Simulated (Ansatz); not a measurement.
# F₃H₃OSi₂: a ladder of functionals and wavefunction methods

The task here is to estimate one member of a computed series from the others.

The runs use Ansatz 0.2.0, Gaussian basis; functionals in def2-TZVPP, the program's frozen cores in correlated methods.

Plan: LDA (SPW92), PBE-D4, revPBE-D4, BLYP-D4, r2SCAN-D4, B97M-V, PBE0-D4, B3LYP-D4, r2SCANh-D4, r2SCAN0-D4, HSE06-D4, BHLYP-D4, CAM-B3LYP-D4, LC-ωPBE, ωB97X-V, ωB97M-V, B2PLYP, PBE-QIDH; CCSD(T)/def2-SVP; CCSD(T)/def2-TZVPP; MP2/def2-QZVPP; extrapolation to the limit; RPA on PBE.

## Structure used throughout

The geometry comes from an earlier relaxation with PBE0-D4 in a triple-zeta def2 set; it is a stationary point, not always the lowest conformer.

SMILES `F[Si](F)(F)O[SiH3]`, 9 atoms, charge 0, spin multiplicity 1.

Atoms are counted from 1 here; the program's logs count them from 0.

Bond lengths: F1–Si2 1.568 Å, Si2–F3 1.570 Å, Si2–F4 1.570 Å, Si2–O5 1.585 Å, O5–Si6 1.646 Å, Si6–H7 1.482 Å, Si6–H8 1.482 Å, Si6–H9 1.480 Å. Angles: F1–Si2–F3 108.1°, F1–Si2–F4 108.1°, F1–Si2–O5 110.1°, F3–Si2–F4 107.8°, F3–Si2–O5 111.3°, F4–Si2–O5 111.3°, Si2–O5–Si6 156.2°, O5–Si6–H7 109.1°, O5–Si6–H8 109.1°, O5–Si6–H9 107.6°, H7–Si6–H8 110.2°, H7–Si6–H9 110.4°, H8–Si6–H9 110.5°.

Set-up of the first run:

Contents of in.yaml:

```yaml
crystal:
  periodic: [false, false, false]
  atoms:
    - {symbol: F, position_ang: [2.246258, -1.593292, -0.042013]}
    - {symbol: Si, position_ang: [1.126574, -0.764032, -0.760815]}
    - {symbol: F, position_ang: [1.821529, 0.350220, -1.622131]}
    - {symbol: F, position_ang: [0.364342, -1.723082, -1.743272]}
    - {symbol: O, position_ang: [0.142056, -0.135237, 0.310349]}
    - {symbol: Si, position_ang: [-1.130358, 0.762742, 0.841836]}
    - {symbol: H, position_ang: [-2.381604, 0.220128, 0.261544]}
    - {symbol: H, position_ang: [-0.939772, 2.170455, 0.418928]}
    - {symbol: H, position_ang: [-1.160625, 0.665898, 2.318475]}
basis:
  gaussian: {orbitals: def2-TZVPP}
hamiltonian: {xc: lda}
output: {orbitals: {seedname: orbitals}}
```

Command:

```bash
$ ansatz run in.yaml --threads 4 --pin off --events-out ev --progress --plain --max-ram 10444MiB
```

Among the steps run: LDA; PBE-D4 (GGA); revPBE-D4 (GGA); BLYP-D4 (GGA); r2SCAN-D4 (meta-GGA); B97M-V (meta-GGA); PBE0-D4 (hybrid); B3LYP-D4 (hybrid); r2SCANh-D4 (hybrid); r2SCAN0-D4 (hybrid); HSE06-D4 (hybrid); BHLYP-D4 (hybrid); CAM-B3LYP-D4 (range-separated); LC-ωPBE (range-separated); ωB97X-V (range-separated); ωB97M-V (range-separated); B2PLYP (double hybrid); PBE-QIDH (double hybrid).

One of the session's tables, all rows but one given; the rest of the session is left out.

It belongs to the step «Frontier levels by functional». 

| functional | HOMO (eV) | gap (eV) |
| --- | --- | --- |
| LDA (SPW92) | -8.30 | 6.79 |
| PBE-D4 | -8.22 | 7.00 |
| revPBE-D4 | -8.18 | 7.09 |
| BLYP-D4 | -8.14 | 7.03 |
| r2SCAN-D4 | -8.60 | 7.84 |
| B97M-V | -8.68 | 7.63 |
| PBE0-D4 | ? | ? |
| B3LYP-D4 | -9.48 | 8.90 |
| r2SCANh-D4 | -9.14 | 8.66 |
| r2SCAN0-D4 | -9.94 | 9.88 |
| HSE06-D4 | -9.28 | 8.57 |
| BHLYP-D4 | -11.09 | 11.59 |
| CAM-B3LYP-D4 | -11.14 | 11.75 |
| LC-ωPBE | -12.51 | 14.38 |
| ωB97X-V | -12.16 | 13.85 |
| ωB97M-V | -11.98 | 13.33 |

Q: Estimate the row for PBE0-D4 from the others.

The run gave: HOMO (eV): -9.69; gap (eV): 9.35. In the column «HOMO (eV)» it lies between r2SCAN0-D4 (-9.94) and B3LYP-D4 (-9.48).
